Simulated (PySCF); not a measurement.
**C₅H₃ClN₄: electronic excitations**

Wanted: the electronic excitations of C₅H₃ClN₄ (`Cc1nc(Cl)nnc1C#N`), by calculation.

Programs: PySCF 2.14.0, with density-fitted response routines of our own. Each step states its level of theory. These are calculated values for one molecule in the gas phase, unless marked as measured. Atoms count from 0, in the outputs and in this text.

**1. The molecule as given**

13 atoms, charge 0, multiplicity 1; geometry from: GFN2-xTB.

Bonds of the start (Å): C0–C1 1.48, C1–N2 1.32, N2–C3 1.33, C3–Cl4 1.69, C3–N5 1.32, N5–N6 1.29, N6–C7 1.33, C7–C8 1.42, C8–N9 1.15, C7–C1 1.42, C0–H10 1.09, C0–H11 1.09, C0–H12 1.09.

**2. Ultraviolet spectrum: PBE0/def2-SVPD**

Job settings and geometry (Å):

```
{"job": {"kind": "uv", "xc": "PBE0", "basis": "def2-SVPD", "nstates": 8, "ntriplets": 3}, "charge": 0, "multiplicity": 1}
C     -1.526972    -0.873673     0.284554
C     -0.158971    -0.330718     0.108705
N      0.873157    -1.108517     0.369956
C      2.082306    -0.585689     0.197400
Cl     3.408377    -1.585069     0.531223
N      2.339035     0.646445    -0.212886
N      1.345842     1.428879    -0.474075
C      0.098023     0.994923    -0.331364
C     -0.969804     1.876298    -0.624222
N     -1.877187     2.540397    -0.843153
H     -2.078399    -0.272158     1.006429
H     -2.070608    -0.828400    -0.658573
H     -1.469189    -1.902230     0.628279
```

Level: TDDFT PBE0/def2-SVPD, vertical, gas phase, core orbitals frozen in the response.

The run is started by

```console
OMP_NUM_THREADS=1 python probes_run.py task.json out
```

One launch serves the whole session: the jobs run in the order shown.

What will the session give for the following? lowest singlet (PBE0/def2-SVPD); brightest single state of those computed; lowest triplet; surface potential, 1st and 99th percentile. Wanted: lowest singlet; brightest single state of those computed; lowest triplet; surface potential, 1st and 99th percentile.

As calculated:

```
                                quantity                        value
         lowest singlet (PBE0/def2-SVPD)  2.96 eV (418 nm), f = 0.002
brightest single state of those computed  state 5, 5.48 eV, f = 0.289
                          lowest triplet                      2.27 eV
   surface potential, 1st and 99th percentile           -1.31 V and 1.51 V
```

What this shows: The lowest singlet, at 2.96 eV, is HOMO→LUMO 0.97 and is weak; of the 8 states computed, the strongest absorption comes from state 5 at 5.48 eV. The lowest triplet lies 0.69 eV below the lowest singlet (triplets in Tamm-Dancoff, singlets in full TDDFT). At PBE0/def2-SVPD, counted by nearest atom on the grid, the HOMO lies on N5, N6 about 33 % each; N2 14 %, the LUMO on N6 28 %; C3, C7 about 15 % each.
